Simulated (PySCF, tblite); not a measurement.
# C3H5O3S radical: geometry, infrared bands and EPR parameters

Wanted: the infrared bands and EPR parameters of C3H5O3S radical (`O=S(=O)(O)[C]1CC1`), by calculation.

The runs use tblite 0.8.0 and PySCF 2.14.0, with density-fitted response routines of our own; the level of theory stands in each step. All values are computed, except where a source is named. Atoms count from 0, in the outputs and in this text.

### 1 The starting structure

12 atoms, charge 0, multiplicity 2; geometry from: force field or distance geometry start.

Bonds of the start (Å): O0–S1 1.45, S1–O2 1.46, S1–O3 1.62, S1–C4 1.71, C4–C5 1.45, C5–C6 1.50, C6–C4 1.45, O3–H7 0.98, C5–H8 1.07, C5–H9 1.09, C6–H10 1.08, C6–H11 1.09.

### 2 Relaxing the molecule with GFN2-xTB

The job: settings as JSON, then the geometry in Å.

```
{"job": {"kind": "relax", "xc": "GFN2-xTB", "basis": "xTB"}, "charge": 0, "multiplicity": 2}
O      1.604400    -1.525500    -1.197800
S      1.164400    -0.676300    -0.110800
O      1.121300    -1.177100     1.260400
O      2.185700     0.577900    -0.123600
C     -0.290200     0.138200    -0.511600
C     -1.031500     1.006100     0.381600
C     -1.612100    -0.284100    -0.104800
H      2.940400     0.334700    -0.697600
H     -1.370200     1.932400    -0.044600
H     -0.668700     1.064600     1.407700
H     -2.376200    -0.264400    -0.871200
H     -1.666100    -1.127200     0.586200
```

The run is started by

```bash
> OMP_NUM_THREADS=1 python probes_run.py task.json out
```

This one command runs all jobs of the session in turn.

**Question.** This job is followed by: GFN2-xTB harmonic vibrations, gas phase; UKS B3LYP, pcH-1 on C H O S, non-relativistic, mean-field spin-orbit, GIAO. What will the session give for the following? strongest single infrared mode (GFN2-xTB); zero-point energy (GFN2-xTB); g(iso) (B3LYP); ⟨S²⟩; largest a(iso) (averaged by class); potential on the surface of density 0.002 e/bohr³, 1st and 99th percentile.

As calculated:

| quantity | value |
| --- | --- |
| strongest single infrared mode (GFN2-xTB) | 1274 cm⁻¹, 502 km/mol |
| zero-point energy (GFN2-xTB) | 50.0 kcal/mol |
| g(iso) (B3LYP) | 2.00266 |
| ⟨S²⟩ | 0.753 (exact 0.75) |
| largest a(iso) (averaged by class) | 13C on C4, 391.1 MHz |
| potential on the surface of density 0.002 e/bohr³, 1st and 99th percentile | -1.45 V and 2.79 V |

The optimisation took 48 steps and gained 0.150 eV; among the close pairs (by a distance rule), S1–C4 changed most, from 1.715 to 1.756 Å. All 30 modes are real, so the xTB geometry is a minimum. The strongest single mode, at 1274 cm⁻¹, moves mainly S1 and O0. Unscaled tight-binding wavenumbers are off by several per cent, some by more. Its intensities can rank the bands wrongly. Most of the unpaired spin sits on C4 (0.85 e). The isotropic g lies 0.3 ppt above the free-electron value. The conformer search found further structures of the same energy, which may be mirror or relabelled copies of this one.
